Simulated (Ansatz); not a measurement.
## the Sr-Ir system: a small convex hull, step by step

Computed with the Ansatz DFT code, driven from Python.

At the Python prompt:
```pycon
>>> from collections import Counter
>>> import csv
>>> import warnings
>>> import ansatz as az
>>> import numpy as np
>>> def solve(name, crystal):
...     calc = (
...         crystal.calculation()
...         .functional("pbesol", dispersion="d3bjatm")
...         .basis(24 * az.Ha, xc_grid=1)
...         .eigensolver("davidson")
...         .kpoints(spacing=0.39)
...         .occupations("fermi_dirac", width=0.05)
...     )
...     calc = calc.relax(force_tolerance=0.01, cell=True)
...     return calc.run(threads=1)
...
>>> def counts(outcome):
...     return Counter(site.symbol for site in outcome.lattice.sites)
...
>>> def formation_energy(outcome, mu):
...     n = counts(outcome)
...     return (outcome.report["energy_sigma0_ev"] - sum(k * mu[element] for element, k in n.items())) / sum(n.values())
...
>>> warnings.simplefilter("ignore", az.DeckWarning)
>>> phases = {}
>>> srir2_fd_3m = (
...     az.Lattice.of((0.0, 3.85, 3.85), (3.85, 0.0, 3.85), (3.85, 3.85, 0.0))
...     .atom("Sr", (0.0, 0.0, 0.0))
...     .atom("Sr", (0.25, 0.25, 0.25))
...     .atom("Ir", (0.625, 0.625, 0.625))
...     .atom("Ir", (0.125, 0.625, 0.625))
...     .atom("Ir", (0.625, 0.625, 0.125))
...     .atom("Ir", (0.625, 0.125, 0.625))
... )
>>> phases["SrIr2 Fd-3m"] = srir2_fd_3m
>>> sr2ir_fm_3m = (
...     az.Lattice.fcc(7.224456)
...     .space_group(225)
...     .atom("Sr", (0.25, 0.25, 0.75))
...     .atom("Ir", (0.0, 0.0, 0.0))
...     .primitive()
... )
>>> phases["Sr2Ir Fm-3m"] = sr2ir_fm_3m
>>> sr = (
...     az.Lattice.of((0.0, 3.04235, 3.04235), (3.04235, 0.0, 3.04235), (3.04235, 3.04235, 0.0))
...     .atom("Sr", (0.0, 0.0, 0.0))
... )
>>> phases["Sr"] = sr
>>> ir = (
...     az.Lattice.of((0.0, 1.9156, 1.9156), (1.9156, 0.0, 1.9156), (1.9156, 1.9156, 0.0))
...     .atom("Ir", (0.0, 0.0, 0.0))
... )
>>> phases["Ir"] = ir
>>> done = {}
>>> for name, crystal in phases.items():
...     done[name] = solve(name, crystal)
...     print(f"{name}: {done[name].report['energy_sigma0_ev']:.4f} eV, {len(done[name].lattice.sites)} atoms")
...
SrIr2 Fd-3m: -54185.0920 eV, 6 atoms
Sr2Ir Fm-3m: -18784.6576 eV, 3 atoms
Sr: -3492.4743 eV, 1 atoms
Ir: -11799.5791 eV, 1 atoms
>>> references = {"Sr": "Sr", "Ir": "Ir"}
>>> mu = {element: done[name].report["energy_sigma0_ev"] / len(done[name].lattice.sites) for element, name in references.items()}
>>> points = sorted((counts(o)["Ir"] / len(o.lattice.sites), formation_energy(o, mu), name) for name, o in done.items())
>>> hull = []
>>> for x, e, _ in points:
...     while len(hull) > 1 and (hull[-1][0] - hull[-2][0]) * (e - hull[-2][1]) - (hull[-1][1] - hull[-2][1]) * (x - hull[-2][0]) <= 0:
...         hull.pop()
...     hull.append((x, e))
...
(0.3333333333333333, -0.043282326948731985)
>>> rows = [(name, x, e, e - np.interp(x, *zip(*hull))) for x, e, name in points]
>>> with open("hull.csv", "w", newline="") as handle:
...     writer = csv.writer(handle)
...     writer.writerow(["phase", "x(Ir)", "E_form (eV/atom)", "above hull (eV/atom)"])
...     writer.writerows([round(v, 4) if isinstance(v, float) else v for v in row] for row in rows)
...
51
>>> print(open("hull.csv").read())
phase,x(Ir),E_form (eV/atom),above hull (eV/atom)
Sr,0.0,0.0,0.0
Sr2Ir Fm-3m,0.3333,-0.0433,0.109
SrIr2 Fd-3m,0.6667,-0.3045,0.0
Ir,1.0,0.0,0.0
>>> print("on the hull of these phases:", ", ".join(row[0] for row in rows if row[3] < 1e-6))
on the hull of these phases: Sr, SrIr2 Fd-3m, Ir
```

Notes:
- The settings weren't tested for convergence.
- Spin is left out of this run.
- Dispersion corrections can be off by several per cent in the lattices of metals, and by several GPa in the pressure at a fixed cell.
- For the metals among these phases the mesh is modest: differences between phases can be off by up to 40 meV an atom.
- Of the deposited cell: the entry's cell lengths or inner coordinates differ somewhat from later room-temperature determinations.
- Spin-orbit coupling, which matters for elements this heavy, is left out.
- The cells come from databases of deposited and of computed structures, and not all need be stable phases.
- Differences under about 40 meV an atom lie within the error of mesh and functional, so such verdicts may flip; only the cells listed enter the hull.
- Timing: 51 s on 1 thread of Arm Neoverse V1, with other jobs on the host, peak memory 0.51 GiB.

(Lines on the test bed's own set-up are left out of the output.)
